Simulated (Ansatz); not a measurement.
# CH6SeSi2: the cost of one run

Program: the Python package of Ansatz 0.2.0. Level of theory: PBE/def2-SVP. These are calculated values, not measurements.

## (1) Starting point

Bond lengths: C1–Si2 1.833 Å, Si2–Si3 2.173 Å, C1–Se4 1.922 Å, Si3–Se4 2.176 Å, C1–H5 1.140 Å, C1–H6 1.142 Å, Si2–H7 1.465 Å, Si2–H8 1.507 Å, Si3–H9 1.437 Å, Si3–H10 1.520 Å. Angles (14 of 19 angles, heavy atoms first): C1–Si2–Si3 85.1°, Si2–C1–Se4 105.2°, Si2–Si3–Se4 86.7°, C1–Se4–Si3 83.0°, C1–Si2–H7 113.8°, C1–Si2–H8 113.9°, Si3–Si2–H7 112.2°, Si3–Si2–H8 112.9°, Si2–C1–H5 110.7°, Si2–C1–H6 111.3°, Se4–C1–H5 111.8°, Se4–C1–H6 113.8°, Si2–Si3–H9 114.7°, Si2–Si3–H10 112.6°.

No structure file is read: the coordinates are typed or built in the script.

## (2) The script

File ch6sesi2_scan.py:

```python
# -*- coding: utf-8 -*-
"""Stretching a bond of CH6SeSi2, the rest held rigid."""

import ansatz as az
from ase import Atoms
import matplotlib.pyplot as plt
import numpy as np

atoms = Atoms(["C", "Si", "Si", "Se", "H", "H", "H", "H", "H", "H"], positions=[
    (-1.233, 0.5323, -0.0121),
    (0.4567, 0.5661, -0.7217),
    (0.8536, -1.0947, 0.622),
    (-1.1997, -0.867, 1.3052),
    (-1.4967, 1.5414, 0.4482),
    (-2.0204, 0.3804, -0.825),
    (0.5144, 0.1656, -2.1298),
    (1.2415, 1.8042, -0.372),
    (1.1261, -2.3449, -0.0321),
    (1.8407, -0.7346, 1.7202),
])
mol = az.Crystal.molecule_from_ase(atoms)

symbols = [site.symbol for site in mol.cartesian_sites]
start = np.array([site.position_ang for site in mol.cartesian_sites])
axis = (start[9] - start[2]) / np.linalg.norm(start[9] - start[2])
moving = [9]
lengths, energies = [1.338, 1.398, 1.459, 1.52, 1.581, 1.641, 1.702, 1.793], []
for length in lengths:
    xyz = start.copy()
    xyz[moving] += (length - np.linalg.norm(start[9] - start[2])) * axis
    point = az.Crystal.molecule()
    for symbol, xyz in zip(symbols, xyz):
        point = point.atom(symbol, xyz.tolist())
    setup = point.calculation()
    setup = setup.basis(gaussian="def2-SVP")
    setup = setup.functional("pbe")
    summary = setup.run(threads=1).report
    energies.append(summary["free_energy_ev"])
    print(f"r = {length:6.3f} A  E = {energies[-1]:.5f} eV  <S^2> = {abs(summary['mean_field']['state']['spin_squared']):.3f}")

# quartic fit about the minimum
fit = np.polynomial.Polynomial.fit(lengths, np.array(energies) - min(energies), 4).convert()
roots = [r.real for r in fit.deriv().roots() if abs(r.imag) < 1e-9 and fit.deriv(2)(r.real) > 0]
r_e = min(roots, key=lambda r: abs(r - lengths[int(np.argmin(energies))]))
print(f"minimum of the fit at {r_e:.4f} A, force constant {fit.deriv(2)(r_e):.2f} eV/A^2")
plt.figure(figsize=(4.5, 3))
plt.plot(lengths, np.array(energies) - min(energies), "o-")
plt.xlabel("bond length (A)")
plt.ylabel("E - E(min) (eV)")
plt.tight_layout()
plt.savefig("scan.png", dpi=100)
```

## (3) The calls as engine input

The package turns the script's settings into the engine's input (first run):

```yaml
crystal:
  periodic: [false, false, false]
  atoms:
    - { symbol: C, position_ang: [-1.233, 0.5323, -0.0121] }
    - { symbol: Si, position_ang: [0.4567, 0.5661, -0.7217] }
    - { symbol: Si, position_ang: [0.8536, -1.0947, 0.622] }
    - { symbol: Se, position_ang: [-1.1997, -0.867, 1.3052] }
    - { symbol: H, position_ang: [-1.4967, 1.5414, 0.4482] }
    - { symbol: H, position_ang: [-2.0204, 0.3804, -0.825] }
    - { symbol: H, position_ang: [0.5144, 0.1656, -2.1298] }
    - { symbol: H, position_ang: [1.2415, 1.8042, -0.372] }
    - { symbol: H, position_ang: [1.1261, -2.3449, -0.0321] }
    - { symbol: H, position_ang: [1.7225676308615563, -0.777695396744761, 1.5887716059286405] }
basis:
  gaussian:
    orbitals: def2-SVP
hamiltonian:
  xc: pbe
```

## (4) Running it

Started as:

```console
$ python ch6sesi2_scan.py
```

What time and memory should one allow on 1 thread of Intel Xeon 6975P-C (Granite Rapids), shared host?

About 14 s, with a peak of 0.27 GiB.
